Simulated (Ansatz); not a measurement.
**SiBr+ (quintet): the correlation ladder, cc-pVTZ**

The task here is to estimate one member of a computed series from the others.

Computed with Ansatz 0.2.0, Gaussian basis. Level: cc-pVTZ, core rule «outside noble gas», up to 19 orbitals frozen.

To be run: UHF; CCSD(T) on ROHF; CCSD(T) on UHF; BCCD(T) on ROHF; CISD; CCSDT(Q) on ROHF; CCSDT(Q) on UHF.

16 further runs of the same task are left out: 2 for a known fault of the program, 6 that didn't finish, 8 set aside as unsound or not needed.

## The geometry

The geometry is a PBE0/def2-TZVP stationary point (not a proven minimum) of the parent state, kept for this charge and spin. No spin-orbit coupling is included. The filled d shell of Br may be among the frozen orbitals whatever the setting's name suggests; the logs give the count.

2 atoms, charge 1, spin multiplicity 5.

Atoms are counted from 1 here; the program's logs count them from 0.

Bond lengths: Si1–Br2 2.144 Å.

Coordinates:

```
Si    0.00000    0.00000    0.00000
Br    0.00000    0.00000    2.14390
```

The first run:

The input, in.yaml:

```yaml
crystal:
  periodic: [false, false, false]
  atoms:
    - {symbol: Si, position_ang: [0.000000, 0.000000, 0.000000]}
    - {symbol: Br, position_ang: [0.000000, 0.000000, 2.143900]}
basis:
  gaussian: {orbitals: cc-pVTZ}
total_charge: 1
magnetization: {spin_polarized: true, initial_magnetization: 4}
hamiltonian: {xc: hf}
output: {orbitals: {seedname: orbitals}}
```

On the command line:

```bash
$ ansatz run in.yaml --threads 1 --pin off --events-out ev --progress --plain --max-ram 2393MiB
```

Steps of the session up to this table: UHF; CCSD(T) on ROHF; CCSD(T) on UHF; BCCD(T) on ROHF; CISD; CCSDT(Q) on ROHF; CCSDT(Q) on UHF.

One of the session's tables, all rows but one given; the rest of the session is left out.

It belongs to the step «Misses and costs». 

| method | from UCCSDT(Q) (meV) |
| --- | --- |
| ROHF | +5651.8 |
| UHF | +5496.1 |
| RMP2 | +969.1 |
| UMP2 | +985.6 |
| CISD | +510.2 |
| RCCSD | +243.9 |
| UCCSD | +234.0 |
| RCCSD(T) | +43.6 |
| UCCSD(T) | +37.4 |
| BCCD(T) | +43.7 |
| RCCSDT | +15.1 |
| UCCSDT | +7.9 |
| RCCSDT(Q) | ? |
| UCCSDT(Q) | 0 |

Estimate the missing values for RCCSDT(Q).

The run gave: from UCCSDT(Q) (meV): +7.4. In the column «from UCCSDT(Q) (meV)» it lies between UCCSDT(Q) (0) and UCCSDT (+7.9).

Limits of these values: Restricted and unrestricted rows rest on different reference determinants; where their highest levels disagree by more than a few hundredths of an eV, they describe different states and don't form one ladder.
